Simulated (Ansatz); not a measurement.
# C3H11BOSi: the cost of one run

Program: Ansatz 0.2.0, Gaussian basis. Level of theory: the settings change from run to run. These are calculated values, not measurements.

## (1) The molecule

An earlier PBE0-D4 in a triple-zeta def2 set relaxation fixed the geometry.

SMILES `BO[Si](C)(C)C`, 17 atoms, charge 0, spin multiplicity 1.

Atoms are counted from 1 here; the program's logs count them from 0.

Bond lengths: B1–O2 1.340 Å, B1–H7 1.201 Å, B1–H8 1.206 Å, O2–Si3 1.673 Å, Si3–C4 1.864 Å, Si3–C5 1.862 Å, Si3–C6 1.862 Å, C4–H9 1.093 Å, C4–H10 1.093 Å, C4–H11 1.094 Å, C5–H12 1.093 Å, C5–H13 1.093 Å, C5–H14 1.093 Å, C6–H15 1.093 Å, C6–H16 1.093 Å, C6–H17 1.093 Å. Angles: O2–B1–H7 118.3°, O2–B1–H8 120.7°, H7–B1–H8 121.0°, B1–O2–Si3 135.1°, O2–Si3–C4 110.4°, O2–Si3–C5 106.3°, O2–Si3–C6 106.3°, C4–Si3–C5 111.1°, C4–Si3–C6 111.1°, C5–Si3–C6 111.3°, Si3–C4–H9 111.6°, Si3–C4–H10 111.6°, Si3–C4–H11 110.0°, H9–C4–H10 107.8°, H9–C4–H11 107.8°, H10–C4–H11 107.8°, Si3–C5–H12 110.9°, Si3–C5–H13 111.1° and more.

Geometry (Å):

```
B    -0.8201   -2.3072   -0.8271
O    -0.3611   -1.4893    0.1294
Si    0.0809    0.1231    0.1973
C    -0.1502    0.9315   -1.4664
C     1.8687    0.1535    0.7161
C    -1.0114    0.9098    1.4834
H    -1.0468   -3.4512   -0.5383
H    -1.0004   -1.9029   -1.9487
H    -1.1916    0.8864   -1.7941
H     0.4633    0.4541   -2.2343
H     0.1390    1.9850   -1.4136
H     2.0065   -0.3663    1.6673
H     2.5024   -0.3336   -0.0294
H     2.2226    1.1808    0.8380
H    -0.9099    0.3999    2.4445
H    -2.0624    0.8648    1.1870
H    -0.7483    1.9611    1.6291
```

## (2) wB97X-V/6-31G*

in.yaml reads:

```yaml
crystal:
  periodic: [false, false, false]
  atoms:
    - {symbol: B, position_ang: [-0.820121, -2.307215, -0.827067]}
    - {symbol: O, position_ang: [-0.361141, -1.489297, 0.129364]}
    - {symbol: Si, position_ang: [0.080870, 0.123066, 0.197309]}
    - {symbol: C, position_ang: [-0.150204, 0.931462, -1.466419]}
    - {symbol: C, position_ang: [1.868654, 0.153459, 0.716073]}
    - {symbol: C, position_ang: [-1.011395, 0.909814, 1.483381]}
    - {symbol: H, position_ang: [-1.046760, -3.451232, -0.538297]}
    - {symbol: H, position_ang: [-1.000379, -1.902887, -1.948664]}
    - {symbol: H, position_ang: [-1.191616, 0.886439, -1.794060]}
    - {symbol: H, position_ang: [0.463271, 0.454146, -2.234317]}
    - {symbol: H, position_ang: [0.139007, 1.985040, -1.413623]}
    - {symbol: H, position_ang: [2.006537, -0.366311, 1.667315]}
    - {symbol: H, position_ang: [2.502357, -0.333588, -0.029434]}
    - {symbol: H, position_ang: [2.222600, 1.180796, 0.837971]}
    - {symbol: H, position_ang: [-0.909915, 0.399937, 2.444500]}
    - {symbol: H, position_ang: [-2.062427, 0.864808, 1.186971]}
    - {symbol: H, position_ang: [-0.748339, 1.961060, 1.629096]}
basis:
  gaussian: {orbitals: "6-31G*"}
hamiltonian: {xc: {name: wB97X-V}}
```

The run is started by

```
$ ansatz run in.yaml --threads 4 --pin off --events-out ev --progress --plain --max-ram 11315MiB
```

**Question.** How long does this run take on 4 threads of Arm Neoverse V2, shared host, and how much memory does it need?

About 6.5 s, with a peak of 0.74 GiB.
